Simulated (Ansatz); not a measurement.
# Al3InN4: a trial structure relaxed

The task: take a trial cell of Al3InN4 to zero force and stress.

Computed with Ansatz 0.2.0 (DFT PBE, scalar-relativistic, plane waves, PAW, unless a step's input says otherwise).

## 1. The system as given

It takes space group P-4m2 (No. 115, tetragonal). Conventional cell: a = 3.221 Å, b = 3.221 Å, c = 9.139 Å, α = 90.00°, β = 90.00°, γ = 90.00°. Al (site symmetry 2mm) is surrounded by 4 N at 1.91 to 1.93 Å. Al (site symmetry -4m2) is surrounded by 4 N at 1.93 Å. In (site symmetry -4m2) is surrounded by 4 N at 2.15 Å. N (site symmetry 2mm) is surrounded by 2 Al at 1.91 Å and 2 In at 2.15 Å. Around N (site symmetry 2mm) lie 4 Al at 1.93 Å.

Structure file:

```cif
data_structure
_symmetry_space_group_name_H-M 'P-4m2'
_symmetry_Int_Tables_number 115
_cell_length_a 3.2208
_cell_length_b 3.2208
_cell_length_c 9.1391
_cell_angle_alpha 90.000
_cell_angle_beta 90.000
_cell_angle_gamma 90.000
_cell_volume 94.80
loop_
_atom_site_label
_atom_site_type_symbol
_atom_site_symmetry_multiplicity
_atom_site_Wyckoff_symbol
_atom_site_fract_x
_atom_site_fract_y
_atom_site_fract_z
_atom_site_occupancy
Al1 Al 2 e 0.00000 0.00000 0.73154 1
Al2 Al 1 c 0.50000 0.50000 0.50000 1
In1 In 1 b 0.50000 0.50000 0.00000 1
N1 N 2 g 0.50000 0.00000 0.84457 1
N2 N 2 g 0.50000 0.00000 0.38434 1
```

The start is the relaxed end of an invented cell (made as: elements ordered on the sites of the AlN type, Al/In on Al (P-4m2, No. 115)), taken up again for a closer look.

## 2. A first look at the guess

Contents of input.yaml:

```yaml
crystal:
  lattice:
    - [3.2207797, 0.0, 0.0]
    - [0.0, 3.2207797, 0.0]
    - [0.0, 0.0, 9.1391113]
  atoms:
    - { symbol: Al, position: [0.0, 0.0, 0.731542] }
    - { symbol: Al, position: [0.0, 0.0, 0.268458] }
    - { symbol: Al, position: [0.5, 0.5, 0.5] }
    - { symbol: In, position: [0.5, 0.5, 0.0] }
    - { symbol: "N", position: [0.5, 0.0, 0.844571] }
    - { symbol: "N", position: [0.0, 0.5, 0.155429] }
    - { symbol: "N", position: [0.5, 0.0, 0.384344] }
    - { symbol: "N", position: [0.0, 0.5, 0.615656] }
basis:
  ecutwfc: 420
kpoints:
  mp_grid: { grid: [6, 6, 2] }
hamiltonian:
  xc: pbe
scf:
  occupations: { method: gaussian, width: 0.1 }
  lower_state_search: "off"
output:
  forces: true
  stress: true
  eigenvalues: true
```

Command:

```
$ ansatz run input.yaml --threads 4 --pin off --max-ram 8192MiB --backend cpu --events-out ev --progress --plain --runs-dir out
```

The session goes on with these runs: relaxation on the finer mesh.

What does the calculation give? Wanted: conventional cell; volume; energy over the elements; gap on the mesh.

**Answer**, as computed:

| quantity | value |
| --- | --- |
| symmetry at the end (tolerance 0.02 Å) | space group P-4m2 (No. 115) |
| conventional cell | a = 3.221 Å, b = 3.221 Å, c = 9.139 Å, α = 90.00°, β = 90.00°, γ = 90.00° |
| volume | 11.85 Å³/atom |
| energy over the elements (uncorrected; H, N, O, F and Cl as molecules) | -0.93 eV/atom |
| gap on the mesh | 1.94 eV |

**Reading.** The space group P-4m2 (No. 115) is kept, at nearly the size of the first guess. A negative formation energy is needed for stability but isn't enough; other structures and compounds were not set against it here. No finished test with a distortion of lower symmetry is shown, so the end may be a saddle point.

Spin-orbit coupling is left out, though the cell holds In; it can move the gap.
